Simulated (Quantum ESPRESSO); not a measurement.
# BiSbSe in Quantum ESPRESSO: the effect of dispersion

The system is BiSbSe.

```
CELL_PARAMETERS angstrom
4.81662 0.00000 0.00000
-2.40831 4.17131 0.00000
0.00000 0.00000 4.70240
ATOMIC_POSITIONS crystal
Sb 0.66667 0.33333 0.50000
Bi 0.00000 0.00000 0.00000
Se 0.33333 0.66667 0.50000
```

The cell was built by a generator and needn't be a form met in nature.

Alike in all runs:

```yaml
Program: Quantum ESPRESSO 7.5
Task: phonons
Potentials_or_basis: GBRV 1.5 PBE
Cutoff: 612 eV
Density_cutoff: 4898 eV
k_mesh: 2 × 2 × 2, shifted
Occupations: fermi-dirac, width 0.05 eV
Spin: no spin polarisation
```

Each run relaxes the cell or the atoms first.

| dispersion | functional | relaxed volume (Å³/atom) | highest phonon frequency (cm⁻¹) |
| --- | --- | --- | --- |
| none | PBE | 27.61 | 156 |
| D2 | PBE | 27.34 | 157 |
| D3(BJ) two-body | PBE | ? | ? |
| rVV10 | rPW86PBE | 28.65 | 131 |
| rev-vdW-DF2 | rev-vdW-DF2 | 27.25 | 157 |

Task: What does the run with dispersion D3(BJ) two-body give?

Result: Relaxed volume 26.29 Å³/atom; highest phonon frequency 175 cm⁻¹.

Caveats: all runs use coarse meshes; the mesh is thin for the phonons of a metal; some modes are imaginary; pairwise dispersion overbinds metals, which lowers pressure and volume (some runs); the potentials were made for another functional, which shifts forces and pressure (some runs); the layers were relaxed without a dispersion term, so their spacing and the soft interlayer modes are unreliable (some runs); the volume moved by over 15 % at a fixed basis, so the end points are rough (some runs).
